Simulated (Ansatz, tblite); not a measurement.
# The cluster Al₂Cu₆: rung by rung

How do method and basis change the picture of the cluster Al₂Cu₆ (singlet)?

Computed with Ansatz 0.2.0, Gaussian basis. Level: as each input shows.

Levels to be run: GFN1-xTB, GFN2-xTB, PBE-D4/def2-TZVP, r2SCAN-D4/def2-TZVP, r2SCANh-D4/def2-TZVP, PBE-D4/def2-SVP, PBE0-D4/def2-SVP, HF/STO-3G, HF/6-31G, B3LYP-D4/6-31G, MP2/def2-SVP, RPA/def2-SVP.

9 further runs of the same task are left out: 7 that didn't finish, 2 set aside as unsound or not needed. Runs told in other sessions of the task aren't counted.

### 1 The relaxed structure

The singlet was relaxed beforehand with r2SCAN-D4/def2-SVP. At that level it is the lowest of the isomers that a small search found.

8 atoms, charge 0, spin multiplicity 1.

Bond lengths: Al1–Cu3 2.361 Å, Al1–Cu4 2.427 Å, Al1–Cu6 2.397 Å, Al1–Cu7 2.338 Å, Al1–Cu8 2.554 Å, Al2–Cu4 2.580 Å, Al2–Cu5 2.314 Å, Al2–Cu6 2.416 Å, Al2–Cu8 2.703 Å, Cu3–Cu6 2.434 Å, Cu3–Cu7 2.452 Å, Cu3–Cu8 2.384 Å, Cu4–Cu5 2.333 Å, Cu4–Cu7 2.574 Å, Cu4–Cu8 2.355 Å, Cu6–Cu8 2.331 Å, Cu7–Cu8 2.378 Å. Angles: Cu3–Al1–Cu4 110.5°, Cu3–Al1–Cu6 61.5°, Cu3–Al1–Cu7 62.9°, Cu3–Al1–Cu8 57.9°, Cu4–Al1–Cu6 97.1°, Cu4–Al1–Cu7 65.4°, Cu4–Al1–Cu8 56.4°, Cu6–Al1–Cu7 108.7°, Cu6–Al1–Cu8 56.1°, Cu7–Al1–Cu8 58.0°, Cu4–Al2–Cu5 56.6°, Cu4–Al2–Cu6 92.7°, Cu4–Al2–Cu8 52.9°, Cu5–Al2–Cu6 148.2°, Cu5–Al2–Cu8 104.1°, Cu6–Al2–Cu8 53.8°, Al1–Cu3–Cu6 59.9°, Al1–Cu3–Cu7 58.1° and more.

No spin-orbit coupling is included.

PBE0-D4/def2-TZVP was run before; its log isn't repeated, and its numbers join the tables.

### 2 GFN1-xTB

Tight binding, by tblite at 300 K electronic temperature and without a spin-polarisation term:

```python
tblite.interface.Calculator('GFN1-xTB', numbers, positions, charge=0, uhf=0).singlepoint()
```

Energy -806.6120 eV, HOMO -10.55 eV, LUMO -9.12 eV; 0.012 s.

### 3 GFN2-xTB

Tight binding, by tblite at 300 K electronic temperature and without a spin-polarisation term:

```python
tblite.interface.Calculator('GFN2-xTB', numbers, positions, charge=0, uhf=0).singlepoint()
```

Energy -690.3720 eV, HOMO -7.36 eV, LUMO -6.04 eV; 0.019 s.

### 4 PBE-D4/def2-TZVP

start.molden holds the orbitals of an earlier run on this state, given as this run's starting guess.

Contents of in.yaml:

```yaml
crystal:
  periodic: [false, false, false]
  atoms:
    - {symbol: Al, position_ang: [-0.118738, 0.594540, 1.356070]}
    - {symbol: Al, position_ang: [0.407260, 1.267954, -1.578672]}
    - {symbol: Cu, position_ang: [1.459241, -1.102219, 1.811006]}
    - {symbol: Cu, position_ang: [-1.538284, -0.043812, -0.505561]}
    - {symbol: Cu, position_ang: [-1.786492, 1.427351, -2.298637]}
    - {symbol: Cu, position_ang: [1.955750, 0.612284, 0.156247]}
    - {symbol: Cu, position_ang: [-0.913553, -1.601989, 1.445891]}
    - {symbol: Cu, position_ang: [0.534796, -1.154108, -0.386354]}
basis:
  gaussian: {orbitals: def2-TZVP, initial_orbitals: start.molden}
hamiltonian: {xc: pbe, dispersion: d4}
scf: {omitted_lower_state_checks: [starts]}
output: {orbitals: {seedname: orbitals}}
```

Started as:

```bash
$ ansatz run in.yaml --threads 4 --pin off --events-out ev --progress --plain --max-ram 6963MiB
```

Further steps of the session: r2SCAN-D4/def2-TZVP; r2SCANh-D4/def2-TZVP; PBE-D4/def2-SVP; PBE0-D4/def2-SVP; HF/STO-3G; HF/6-31G; B3LYP-D4/6-31G; MP2/def2-SVP; RPA/def2-SVP.

**Question.** What will the summary of the whole plan be? Wanted: gap in def2-TZVP, named functionals, smallest and largest; correlation energy, MP2/def2-SVP; binding an atom, functionals in def2-TZVP; PBE0 total energy, smallest basis above largest.

**Answer**, as computed:

| quantity | value |
| --- | --- |
| gap in def2-TZVP, named functionals, smallest and largest | 0.90 eV (PBE-D4), 2.13 eV (PBE0-D4) |
| correlation energy, MP2/def2-SVP | -59.45 eV |
| binding an atom, functionals in def2-TZVP | 1.90 (PBE0-D4) to 2.23 eV (r2SCAN-D4) |
| PBE0 total energy, smallest basis above largest | 43.72 eV (def2-SVP, def2-TZVP) |

Orbital gaps of the named functionals in def2-TZVP span 0.90 eV (PBE-D4) to 2.13 eV (PBE0-D4); exact exchange widens it.
